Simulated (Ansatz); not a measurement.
# Si23H4O48 defect cell: single point

Aim: for Si23H4O48 defect cell, 8 runs in a chain (single point).

Program: Ansatz 0.2.0. Level of theory: DFT PBE, scalar-relativistic, plane waves, PAW. These are calculated values, not measurements.

## 1. The system as given

Symmetry: P1, No. 1, triclinic system. Conventional cell: a = 9.832 Å, b = 9.832 Å, c = 10.818 Å, α = 90.00°, β = 90.00°, γ = 120.00°. Around Si (site symmetry 1) lie 4 O at 1.62 to 1.63 Å. Around O (site symmetry 1) lie 2 Si at 1.63 Å. Around O (site symmetry 1) lie 2 Si at 1.62 to 1.63 Å. Only part of the 75 independent sites is listed.

As a file:

```
Si O H
1.0
     9.83160    0.00000    0.00000
    -4.91580    8.51441    0.00000
     0.00000    0.00000   10.81820
Si O H
23 48 4
Direct
  0.26684 0.00098 0.16347
  0.00285 0.27037 0.33570
  0.23061 0.23541 0.00010
  0.26535 0.99775 0.66365
  0.99321 0.26636 0.83503
  0.23231 0.22851 0.50175
  0.26828 0.50274 0.16721
  0.99978 0.76761 0.33315
  0.23386 0.73303 0.99665
  0.99892 0.76669 0.83271
  0.23443 0.73561 0.49762
  0.76924 0.00430 0.16724
  0.49845 0.26709 0.33264
  0.72664 0.23202 0.00030
  0.76572 0.00123 0.66690
  0.49457 0.26577 0.83203
  0.73277 0.23381 0.49924
  0.76517 0.50083 0.16730
  0.50119 0.77037 0.33205
  0.73508 0.73690 0.00121
  0.76319 0.49956 0.66634
  0.50465 0.76921 0.83163
  0.73275 0.73549 0.49969
  0.06877 0.20662 0.44624
  0.29612 0.36583 0.10991
  0.14021 0.43474 0.27866
  0.20246 0.06990 0.05539
  0.36238 0.29444 0.39136
  0.43070 0.13842 0.22135
  0.06543 0.20987 0.94571
  0.30388 0.35177 0.61665
  0.13567 0.42902 0.77808
  0.19971 0.05743 0.54993
  0.35846 0.29582 0.88797
  0.42848 0.13645 0.72173
  0.06790 0.70632 0.44383
  0.29912 0.86841 0.10315
  0.13683 0.93004 0.27352
  0.20408 0.56985 0.05801
  0.36398 0.79940 0.38658
  0.43429 0.64068 0.22152
  0.06775 0.70498 0.94236
  0.29936 0.86433 0.60902
  0.13503 0.93004 0.77389
  0.20585 0.56995 0.55544
  0.35939 0.78706 0.88338
  0.45745 0.64843 0.71430
  0.56833 0.20467 0.44119
  0.79072 0.36288 0.10970
  0.63447 0.43318 0.27686
  0.70322 0.06912 0.05732
  0.86583 0.29920 0.39139
  0.93374 0.14158 0.22412
  0.56175 0.20462 0.94369
  0.79140 0.36227 0.61097
  0.63035 0.43231 0.77517
  0.70537 0.06909 0.55548
  0.85400 0.29271 0.88822
  0.93076 0.13663 0.72449
  0.56846 0.70787 0.44230
  0.79902 0.86851 0.11014
  0.63944 0.93563 0.27729
  0.70548 0.57144 0.05743
  0.86379 0.79712 0.38999
  0.93059 0.63562 0.22438
  0.56975 0.70901 0.94538
  0.79447 0.86456 0.61073
  0.63681 0.93933 0.77827
  0.70413 0.56993 0.55610
  0.86338 0.79661 0.88968
  0.92852 0.63351 0.72462
  0.45230 0.54777 0.72534
  0.22975 0.35611 0.67555
  0.30280 0.58497 0.59564
  0.12036 0.46911 0.72178
```

The structure rests on an entry of the Crystallography Open Database; cell or positions may have been set otherwise for this series.

## 2. Single point: Si23H4O48 defect cell, no spin

File input.yaml:

```yaml
crystal:
  lattice:
    - [9.8316, 0.0, 0.0]
    - [-4.9158, 8.514415, 0.0]
    - [0.0, 0.0, 10.8182]
  atoms:
    - { symbol: Si, position: [0.266843, 0.00097674, 0.16347] }
    - { symbol: Si, position: [0.0028516, 0.270368, 0.335705] }
    - { symbol: Si, position: [0.230605, 0.235408, 0.00010073] }
    - { symbol: O, position: [0.068765, 0.206621, 0.44624] }
    - { symbol: O, position: [0.296124, 0.365827, 0.109908] }
    - { symbol: O, position: [0.140206, 0.434745, 0.278663] }
    - { symbol: O, position: [0.20246, 0.069896, 0.055395] }
    - { symbol: O, position: [0.362378, 0.294436, 0.391361] }
    - { symbol: O, position: [0.430699, 0.138418, 0.221353] }
    - { symbol: Si, position: [0.265348, 0.9977494, 0.66365] }
    - { symbol: Si, position: [0.9932126, 0.266356, 0.83503] }
    - { symbol: Si, position: [0.232311, 0.228511, 0.501752] }
    - { symbol: O, position: [0.065432, 0.209873, 0.945715] }
    - { symbol: O, position: [0.303882, 0.351771, 0.616648] }
    - { symbol: O, position: [0.13567, 0.429017, 0.77808] }
    - { symbol: O, position: [0.199712, 0.057432, 0.54993] }
    - { symbol: O, position: [0.358455, 0.295822, 0.887965] }
    - { symbol: O, position: [0.428484, 0.136452, 0.721728] }
    - { symbol: Si, position: [0.268282, 0.502739, 0.167211] }
    - { symbol: Si, position: [0.99978038, 0.767614, 0.333148] }
    - { symbol: Si, position: [0.233864, 0.733029, 0.9966533] }
    - { symbol: O, position: [0.067901, 0.706322, 0.443832] }
    - { symbol: O, position: [0.299116, 0.868409, 0.10315] }
    - { symbol: O, position: [0.136833, 0.930038, 0.273522] }
    - { symbol: O, position: [0.204078, 0.569852, 0.058014] }
    - { symbol: O, position: [0.363978, 0.799398, 0.38658] }
    - { symbol: O, position: [0.434295, 0.640684, 0.221519] }
    - { symbol: Si, position: [0.9989205, 0.766693, 0.832714] }
    - { symbol: Si, position: [0.234429, 0.735614, 0.497622] }
    - { symbol: O, position: [0.067746, 0.704981, 0.942361] }
    - { symbol: O, position: [0.299362, 0.864331, 0.609024] }
    - { symbol: O, position: [0.135035, 0.930038, 0.773895] }
    - { symbol: O, position: [0.205853, 0.56995, 0.555435] }
    - { symbol: O, position: [0.359388, 0.787059, 0.883378] }
    - { symbol: O, position: [0.457452, 0.648434, 0.714304] }
    - { symbol: Si, position: [0.769241, 0.0042952, 0.167239] }
    - { symbol: Si, position: [0.498452, 0.267089, 0.332638] }
    - { symbol: Si, position: [0.726642, 0.232024, 0.0002954] }
    - { symbol: O, position: [0.568334, 0.204666, 0.441189] }
    - { symbol: O, position: [0.790721, 0.362883, 0.109704] }
    - { symbol: O, position: [0.634473, 0.433181, 0.276856] }
    - { symbol: O, position: [0.70322, 0.069122, 0.057317] }
    - { symbol: O, position: [0.865829, 0.299199, 0.391395] }
    - { symbol: O, position: [0.933744, 0.141576, 0.22412] }
    - { symbol: Si, position: [0.765718, 0.0012322, 0.6669] }
    - { symbol: Si, position: [0.494575, 0.265766, 0.832027] }
    - { symbol: Si, position: [0.732773, 0.233808, 0.499237] }
    - { symbol: O, position: [0.561748, 0.204616, 0.943686] }
    - { symbol: O, position: [0.791402, 0.362269, 0.610967] }
    - { symbol: O, position: [0.630351, 0.432309, 0.775171] }
    - { symbol: O, position: [0.705366, 0.069091, 0.555479] }
    - { symbol: O, position: [0.853998, 0.29271, 0.888217] }
    - { symbol: O, position: [0.930764, 0.136627, 0.724491] }
    - { symbol: Si, position: [0.765174, 0.500834, 0.167298] }
    - { symbol: Si, position: [0.501188, 0.770367, 0.332053] }
    - { symbol: Si, position: [0.735083, 0.736902, 0.0012113] }
    - { symbol: O, position: [0.568465, 0.707867, 0.442299] }
    - { symbol: O, position: [0.79902, 0.868506, 0.110139] }
    - { symbol: O, position: [0.639442, 0.93563, 0.277285] }
    - { symbol: O, position: [0.70548, 0.571443, 0.057434] }
    - { symbol: O, position: [0.863787, 0.797116, 0.389989] }
    - { symbol: O, position: [0.930587, 0.635619, 0.22438] }
    - { symbol: Si, position: [0.763194, 0.499559, 0.666338] }
    - { symbol: Si, position: [0.504648, 0.76921, 0.831628] }
    - { symbol: Si, position: [0.732749, 0.735492, 0.499688] }
    - { symbol: O, position: [0.569754, 0.709008, 0.945383] }
    - { symbol: O, position: [0.794469, 0.864558, 0.610728] }
    - { symbol: O, position: [0.636808, 0.939326, 0.778268] }
    - { symbol: O, position: [0.704132, 0.569933, 0.556105] }
    - { symbol: O, position: [0.863381, 0.79661, 0.889681] }
    - { symbol: O, position: [0.928516, 0.633508, 0.724622] }
    - { symbol: H, position: [0.452299, 0.547766, 0.72534] }
    - { symbol: H, position: [0.229745, 0.356111, 0.675554] }
    - { symbol: H, position: [0.302798, 0.584967, 0.595636] }
    - { symbol: H, position: [0.12036131, 0.46911267, 0.72177554] }
scf:
  occupations: { method: gaussian, width: 0.02 }
output:
  stress: false
  eigenvalues: true
kpoints:
  mp_grid: { grid: [1, 1, 1] }
hamiltonian:
  xc: pbe
```

Launch:

```console
> ansatz run input.yaml --threads 4 --pin off --max-ram 16384MiB --backend cpu --events-out ev --progress --plain --runs-dir out
```

What it wrote (excerpt; [...] marks lines left out):

```text
Warning: RAYON_NUM_THREADS=4 ignored (pool sized by the plan → 4); use --threads N
[...]
Pseudopotentials: kind: paw
Pseudopotential: Si, paw, valence charge 4, recommended cutoff 420 eV (normal), Si.paw.azcp
Pseudopotential: O, paw, valence charge 6, recommended cutoff 420 eV (normal), O.paw.azcp
Pseudopotential: H, paw, valence charge 1, recommended cutoff 420 eV (normal), H.paw.azcp
Functional definition: PBE
[...]
Crystal: 75 atoms, lattice volume = 905.595 Å³
Basis set: ecut = 420 eV, 17821 PW (Γ)
Bands: 267, of which v1, the nominal top of the filled ones, is band 192 counted from 1 (191 counted from 0)
Symmetry: 1 space group operations
Space group: P1 (ITA 1), of the structure as read, at distance tolerance 9.7e-5 Å
k-points: 1
[...]
SCF iter   1: F=—  HF=-42000.354733 eV  |F-HF|=—  |Δ(HF+E_count)|=         —  Δρ=1.53e-3  dr2=1.28e-2  ethr=1.77e-3  ⟨swp⟩=7.0  Hψ=1206  notcnv=0  defer=29
[...]
SCF iter   8: F=-42000.368046 eV  HF=-42000.368046 eV  |F-HF|=7.86e-10  |Δ(HF+E_count)|=   1.26e-7  Δρ=1.58e-6  dr2=1.61e-8  ethr=2.60e-11  ⟨swp⟩=11.0  Hψ=848  notcnv=0
[...]
SCF converged after 8 iterations
Free energy (F): -42000.368046 eV
[...]
E sigma→0 (E₀):  -42000.368046 eV
Fermi energy:    5.426863 eV
[...]
--- Band table (eV) ---
[...]
```

Wall time 4.7 s (4 threads of Intel Xeon Platinum 8488C (Sapphire Rapids), shared host); peak memory 1 GiB.

## 3. Single point

Changes to input.yaml since step 2:

```diff
@@ -80,3 +80,3 @@
     - { symbol: H, position: [0.302798, 0.584967, 0.595636] }
-    - { symbol: H, position: [0.12036131, 0.46911267, 0.72177554] }
+    - { symbol: H, position: [0.11918371, 0.47219695, 0.71744443] }
 scf:
```

Launch:

```console
> ansatz run input.yaml --threads 4 --pin off --max-ram 16384MiB --backend cpu --events-out ev --progress --plain --runs-dir out
```

What it wrote (excerpt; [...] marks lines left out):

```text
[...]
SCF converged after 8 iterations
Free energy (F): -42001.226514 eV
[...]
E sigma→0 (E₀):  -42001.226514 eV
Fermi energy:    5.416458 eV
[...]
--- Band table (eV) ---
[...]
```

Run time: 4.9 s. Hardware: 4 threads of Intel Xeon Platinum 8488C (Sapphire Rapids), shared host; peak memory 1 GiB.

## 4. Single point

Changes to input.yaml since step 3:

```diff
@@ -80,3 +80,3 @@
     - { symbol: H, position: [0.302798, 0.584967, 0.595636] }
-    - { symbol: H, position: [0.11918371, 0.47219695, 0.71744443] }
+    - { symbol: H, position: [0.11800612, 0.47528123, 0.71311332] }
 scf:
```

Launch:

```console
> ansatz run input.yaml --threads 4 --pin off --max-ram 16384MiB --backend cpu --events-out ev --progress --plain --runs-dir out
```

What it wrote (excerpt; [...] marks lines left out):

```text
Warning: RAYON_NUM_THREADS=4 ignored (pool sized by the plan → 4); use --threads N
[...]
Pseudopotentials: kind: paw
Pseudopotential: Si, paw, valence charge 4, recommended cutoff 420 eV (normal), Si.paw.azcp
Pseudopotential: O, paw, valence charge 6, recommended cutoff 420 eV (normal), O.paw.azcp
Pseudopotential: H, paw, valence charge 1, recommended cutoff 420 eV (normal), H.paw.azcp
Functional definition: PBE
[...]
Crystal: 75 atoms, lattice volume = 905.595 Å³
Basis set: ecut = 420 eV, 17821 PW (Γ)
Bands: 267, of which v1, the nominal top of the filled ones, is band 192 counted from 1 (191 counted from 0)
Symmetry: 1 space group operations
Space group: P1 (ITA 1), of the structure as read, at distance tolerance 9.7e-5 Å
k-points: 1
[...]
SCF iter   1: F=—  HF=-42001.646899 eV  |F-HF|=—  |Δ(HF+E_count)|=         —  Δρ=1.43e-3  dr2=1.13e-2  ethr=1.77e-3  ⟨swp⟩=6.0  Hψ=1205  notcnv=0  defer=28
[...]
SCF iter   8: F=-42001.669692 eV  HF=-42001.669692 eV  |F-HF|=3.14e-9  |Δ(HF+E_count)|=   1.01e-7  Δρ=1.24e-6  dr2=1.02e-8  ethr=2.60e-11  ⟨swp⟩=11.0  Hψ=752  notcnv=0
[...]
SCF converged after 8 iterations
Free energy (F): -42001.669692 eV
[...]
E sigma→0 (E₀):  -42001.669692 eV
Fermi energy:    5.405411 eV
[...]
--- Band table (eV) ---
[...]
```

It took 4.5 s on 4 threads of Intel Xeon Platinum 8488C (Sapphire Rapids), shared host; peak memory 1 GiB.

## 5. Single point

Changes to input.yaml since step 4:

```diff
@@ -80,3 +80,3 @@
     - { symbol: H, position: [0.302798, 0.584967, 0.595636] }
-    - { symbol: H, position: [0.11800612, 0.47528123, 0.71311332] }
+    - { symbol: H, position: [0.11682853, 0.47836552, 0.70878221] }
 scf:
```

Launch:

```console
> ansatz run input.yaml --threads 4 --pin off --max-ram 16384MiB --backend cpu --events-out ev --progress --plain --runs-dir out
```

What it wrote (excerpt; [...] marks lines left out):

```text
Warning: RAYON_NUM_THREADS=4 ignored (pool sized by the plan → 4); use --threads N
[...]
Pseudopotentials: kind: paw
Pseudopotential: Si, paw, valence charge 4, recommended cutoff 420 eV (normal), Si.paw.azcp
Pseudopotential: O, paw, valence charge 6, recommended cutoff 420 eV (normal), O.paw.azcp
Pseudopotential: H, paw, valence charge 1, recommended cutoff 420 eV (normal), H.paw.azcp
Functional definition: PBE
[...]
Crystal: 75 atoms, lattice volume = 905.595 Å³
Basis set: ecut = 420 eV, 17821 PW (Γ)
Bands: 267, of which v1, the nominal top of the filled ones, is band 192 counted from 1 (191 counted from 0)
Symmetry: 1 space group operations
Space group: P1 (ITA 1), of the structure as read, at distance tolerance 9.7e-5 Å
k-points: 1
[...]
SCF iter   1: F=—  HF=-42001.815071 eV  |F-HF|=—  |Δ(HF+E_count)|=         —  Δρ=1.42e-3  dr2=1.11e-2  ethr=1.77e-3  ⟨swp⟩=6.0  Hψ=1205  notcnv=0  defer=29
[...]
SCF iter   8: F=-42001.839337 eV  HF=-42001.839337 eV  |F-HF|=3.83e-9  |Δ(HF+E_count)|=   1.01e-7  Δρ=1.21e-6  dr2=1.00e-8  ethr=2.60e-11  ⟨swp⟩=10.0  Hψ=751  notcnv=0
[...]
SCF converged after 8 iterations
Free energy (F): -42001.839337 eV
[...]
E sigma→0 (E₀):  -42001.839337 eV
Fermi energy:    5.394031 eV
[...]
--- Band table (eV) ---
[...]
```

Run time: 5 s. Hardware: 4 threads of Intel Xeon Platinum 8488C (Sapphire Rapids), shared host; peak memory 1 GiB.

## 6. Single point

Changes to input.yaml since step 5:

```diff
@@ -80,3 +80,3 @@
     - { symbol: H, position: [0.302798, 0.584967, 0.595636] }
-    - { symbol: H, position: [0.11682853, 0.47836552, 0.70878221] }
+    - { symbol: H, position: [0.11545467, 0.48196385, 0.70372924] }
 scf:
```

Launch:

```console
> ansatz run input.yaml --threads 4 --pin off --max-ram 16384MiB --backend cpu --events-out ev --progress --plain --runs-dir out
```

What it wrote (excerpt; [...] marks lines left out):

```text
Warning: RAYON_NUM_THREADS=4 ignored (pool sized by the plan → 4); use --threads N
[...]
Pseudopotentials: kind: paw
Pseudopotential: Si, paw, valence charge 4, recommended cutoff 420 eV (normal), Si.paw.azcp
Pseudopotential: O, paw, valence charge 6, recommended cutoff 420 eV (normal), O.paw.azcp
Pseudopotential: H, paw, valence charge 1, recommended cutoff 420 eV (normal), H.paw.azcp
Functional definition: PBE
[...]
Crystal: 75 atoms, lattice volume = 905.595 Å³
Basis set: ecut = 420 eV, 17821 PW (Γ)
Bands: 267, of which v1, the nominal top of the filled ones, is band 192 counted from 1 (191 counted from 0)
Symmetry: 1 space group operations
Space group: P1 (ITA 1), of the structure as read, at distance tolerance 9.7e-5 Å
k-points: 1
[...]
SCF iter   1: F=—  HF=-42001.791299 eV  |F-HF|=—  |Δ(HF+E_count)|=         —  Δρ=1.43e-3  dr2=1.12e-2  ethr=1.77e-3  ⟨swp⟩=6.0  Hψ=1205  notcnv=0  defer=30
[...]
SCF iter   8: F=-42001.815966 eV  HF=-42001.815966 eV  |F-HF|=3.65e-9  |Δ(HF+E_count)|=   1.03e-7  Δρ=1.19e-6  dr2=9.76e-9  ethr=2.60e-11  ⟨swp⟩=10.0  Hψ=751  notcnv=0
[...]
SCF converged after 8 iterations
Free energy (F): -42001.815966 eV
[...]
E sigma→0 (E₀):  -42001.815966 eV
Fermi energy:    5.380726 eV
[...]
--- Band table (eV) ---
[...]
```

It took 4.1 s on 4 threads of Intel Xeon Platinum 8488C (Sapphire Rapids), shared host; peak memory 1 GiB.

## 7. Single point

Changes to input.yaml since step 6:

```diff
@@ -80,3 +80,3 @@
     - { symbol: H, position: [0.302798, 0.584967, 0.595636] }
-    - { symbol: H, position: [0.11545467, 0.48196385, 0.70372924] }
+    - { symbol: H, position: [0.11388455, 0.48607622, 0.69795443] }
 scf:
```

Launch:

```console
> ansatz run input.yaml --threads 4 --pin off --max-ram 16384MiB --backend cpu --events-out ev --progress --plain --runs-dir out
```

What it wrote (excerpt; [...] marks lines left out):

```text
[...]
SCF converged after 7 iterations
Free energy (F): -42001.617891 eV
[...]
E sigma→0 (E₀):  -42001.617891 eV
Fermi energy:    5.365805 eV
[...]
--- Band table (eV) ---
[...]
```

Wall time 4.5 s (4 threads of Intel Xeon Platinum 8488C (Sapphire Rapids), shared host); peak memory 1 GiB.

## 8. Single point

Changes to input.yaml since step 7:

```diff
@@ -80,3 +80,3 @@
     - { symbol: H, position: [0.302798, 0.584967, 0.595636] }
-    - { symbol: H, position: [0.11388455, 0.48607622, 0.69795443] }
+    - { symbol: H, position: [0.1119219, 0.49121669, 0.69073591] }
 scf:
```

Launch:

```console
> ansatz run input.yaml --threads 4 --pin off --max-ram 16384MiB --backend cpu --events-out ev --progress --plain --runs-dir out
```

What it wrote (excerpt; [...] marks lines left out):

```text
Warning: RAYON_NUM_THREADS=4 ignored (pool sized by the plan → 4); use --threads N
[...]
Pseudopotentials: kind: paw
Pseudopotential: Si, paw, valence charge 4, recommended cutoff 420 eV (normal), Si.paw.azcp
Pseudopotential: O, paw, valence charge 6, recommended cutoff 420 eV (normal), O.paw.azcp
Pseudopotential: H, paw, valence charge 1, recommended cutoff 420 eV (normal), H.paw.azcp
Functional definition: PBE
[...]
Crystal: 75 atoms, lattice volume = 905.595 Å³
Basis set: ecut = 420 eV, 17821 PW (Γ)
Bands: 267, of which v1, the nominal top of the filled ones, is band 192 counted from 1 (191 counted from 0)
Symmetry: 1 space group operations
Space group: P1 (ITA 1), of the structure as read, at distance tolerance 9.7e-5 Å
k-points: 1
[...]
SCF iter   1: F=—  HF=-42001.238585 eV  |F-HF|=—  |Δ(HF+E_count)|=         —  Δρ=1.48e-3  dr2=1.29e-2  ethr=1.77e-3  ⟨swp⟩=6.0  Hψ=1289  notcnv=0  defer=29
[...]
SCF iter   7: F=-42001.251658 eV  HF=-42001.251658 eV  |F-HF|=1.16e-7  |Δ(HF+E_count)|=   4.90e-7  Δρ=3.49e-6  dr2=8.96e-8  ethr=2.60e-11  ⟨swp⟩=10.0  Hψ=984  notcnv=0
[...]
SCF converged after 7 iterations
Free energy (F): -42001.251658 eV
[...]
E sigma→0 (E₀):  -42001.251658 eV
Fermi energy:    5.358131 eV
[...]
--- Band table (eV) ---
[...]
```

Run time: 4.1 s. Hardware: 4 threads of Intel Xeon Platinum 8488C (Sapphire Rapids), shared host; peak memory 1 GiB.

## 9. Single point

Changes to input.yaml since step 8:

```diff
@@ -80,3 +80,3 @@
     - { symbol: H, position: [0.302798, 0.584967, 0.595636] }
-    - { symbol: H, position: [0.1119219, 0.49121669, 0.69073591] }
+    - { symbol: H, position: [0.10956671, 0.49738526, 0.68207368] }
 scf:
```

Launch:

```console
> ansatz run input.yaml --threads 4 --pin off --max-ram 16384MiB --backend cpu --events-out ev --progress --plain --runs-dir out
```

What it wrote (excerpt; [...] marks lines left out):

```text
[...]
SCF converged after 8 iterations
Free energy (F): -42000.777769 eV
[...]
E sigma→0 (E₀):  -42000.777769 eV
Fermi energy:    5.434639 eV
[...]
--- Band table (eV) ---
[...]
```

It took 3.9 s on 4 threads of Intel Xeon Platinum 8488C (Sapphire Rapids), shared host; peak memory 1 GiB.

## 10. The runs side by side

| step | energy above the lowest (eV) | gap on the mesh (eV) | time |
| --- | --- | --- | --- |
| 2 | 1.471 | 5.65 | 4.7 s |
| 3 | 0.613 | 5.67 | 4.9 s |
| 4 | 0.170 | 5.69 | 4.5 s |
| 5 | 0.000 | 5.70 | 5 s |
| 6 | 0.023 | 5.72 | 4.1 s |
| 7 | 0.221 | 5.73 | 4.5 s |
| 8 | 0.588 | 5.70 | 4.1 s |
| 9 | 1.062 | 5.46 | 3.9 s |

**Reading.** The values hold for the settings typed; their convergence was not tested in this session.

These are semilocal Kohn-Sham gaps, which aren't the measured quantity. Such gaps usually fall short of the measured ones.
